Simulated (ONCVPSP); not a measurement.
**Pseudopotential generation for promethium: ONCV, PW91**

Do these settings give a usable potential? It is generated, then checked for transferability, scattering, ghosts and hardness.

Method: ONCVPSP 4.0.1, PW91, scalar-relativistic.

### Step 1. The atom and the settings

Typed settings, in words:

| Quantity | Value |
| --- | --- |
| element | promethium (Pm, Z = 61) |
| type | optimised norm-conserving Vanderbilt (ONCV) |
| frozen core | [Xe] |
| valence charge | 7 |
| reference configuration | 4f5 6s1 6p1 |
| partial waves | 6s: rc 3.35 bohr, ncon 3, nbas 7, qcut 1.7 1/bohr, 2 projectors, debl 1.5 Ha; 6p: rc 3.20 bohr, ncon 4, nbas 8, qcut 2.5 1/bohr, 2 projectors, debl 3.4 Ha; d scattering state at 0.05 Ha: rc 3.20 bohr, ncon 5, nbas 8, qcut 2.8 1/bohr, 3 projectors, debl 1.8 Ha; 4f: rc 1.50 bohr, ncon 5, nbas 10, qcut 12.3 1/bohr, 1 projector |
| local potential | polynomial inside 1.30 bohr (lpopt 5, dvloc0 0 Ha) |
| core correction | Teter function, fcfact 4.75, rcfact 1.05 |

The nodes and maxima of the atom's own shells, from an earlier all-electron run, set the scale for the radii.

All-electron outer shells of the reference configuration (PW91, scalar-relativistic, ld1.x):

```json
{"shell": "5p", "level (eV)": "-23.98", "outermost node (bohr)": "0.75", "outermost maximum (bohr)": "1.46"}
{"shell": "6s", "level (eV)": "-4.26", "outermost node (bohr)": "1.73", "outermost maximum (bohr)": "3.68"}
{"shell": "4f", "level (eV)": "-3.44", "outermost node (bohr)": "–", "outermost maximum (bohr)": "0.64"}
{"shell": "5d", "level (eV)": "-2.78", "outermost node (bohr)": "0.86", "outermost maximum (bohr)": "2.15"}
{"shell": "6p", "level (eV)": "-1.80", "outermost node (bohr)": "2.08", "outermost maximum (bohr)": "4.90"}
```

### Step 2. Generating the potential

Input file Pm.dat:

```
# ATOM AND REFERENCE CONFIGURATION
# atsym  z   nc   nv     iexc    psfile
  Pm 61.00   11    3  -109134      upf
#
#   n    l    f
    1    0    2.00
    2    0    2.00
    2    1    6.00
    3    0    2.00
    3    1    6.00
    3    2   10.00
    4    0    2.00
    4    1    6.00
    4    2   10.00
    5    0    2.00
    5    1    6.00
    4    3    5.00
    6    0    1.00
    6    1    1.00
#
# PSEUDOPOTENTIAL AND OPTIMIZATION
# lmax
    3
#
#   l,   rc,      ep,       ncon, nbas, qcut
    0    3.35    0.00    3    7    1.70
    1    3.20    0.00    4    8    2.50
    2    3.20    0.05    5    8    2.80
    3    1.50    0.00    5   10   12.30
#
# LOCAL POTENTIAL
# lloc, lpopt,  rc(5),   dvloc0
    4    5    1.30    0.00
#
# VANDERBILT-KLEINMAN-BYLANDER PROJECTORs
# l, nproj, debl
    0    2    1.50
    1    2    3.40
    2    3    1.80
    3    1    3.90
#
# MODEL CORE CHARGE
# icmod, fcfact, rcfact
    3    4.75    1.05
#
# LOG DERIVATIVE ANALYSIS
# epsh1, epsh2, depsh
   -2.00    5.00    0.02
#
# OUTPUT GRID
# rlmax, drl
    6.00    0.01
#
# TEST CONFIGURATIONS
# ncnf
    4
# nvcnf
#   n    l    f
    3
    4    3    5.00
    6    0    2.00
    6    1    0.00
#
    3
    4    3    5.00
    6    0    1.00
    6    1    0.00
#
    3
    4    3    5.00
    6    0    0.00
    6    1    0.00
#
    3
    4    3    6.00
    6    0    0.00
    6    1    0.00
#
```

On the command line:

```console
$ oncvpsp.x < Pm.dat > Pm.out
```

Before running it: what results should come out? Wanted: cutoffs for 1 and 0.1 mHa per electron, occupied waves; bound ghosts; GHOST(+) flags; largest phase difference near zero energy, channels read; rms error of d²Exc/dn², without and with the model core; projector energies reset by the program.

As calculated:

```
                                                quantity                                 value
  cutoffs for 1 and 0.1 mHa per electron, occupied waves                       64 Ha and 70 Ha
                                            bound ghosts       s at -124.07 eV, p at -18.13 eV
                                          GHOST(+) flags  s at 29 eV, p at 102 eV, d at 126 eV
largest phase difference near zero energy, channels read                             0.143 rad
 rms error of d²Exc/dn², without and with the model core                   14.48 and 13.86 mHa
                 projector energies reset by the program            d: -0.102, 1.698, 3.498 Ha
```

In words: A bound ghost (s, p) makes it unfit for use: electrons can fall into a state that the atom doesn't have. The potential is hard: the looser tolerance needs 64 Ha. At the looser tolerance the 4f wave is the slowest; 6p needs 4 Ha. Near zero energy the largest phase difference among the channels read is 0.14 rad, in the p channel. In the p channel the atom's pole at 1.40 Ha sits lower, at 0.96 Ha, in the pseudo curve. The program also flags highly localised states, GHOST(+) (s, p, d). All of this concerns the isolated atom, not yet a solid.
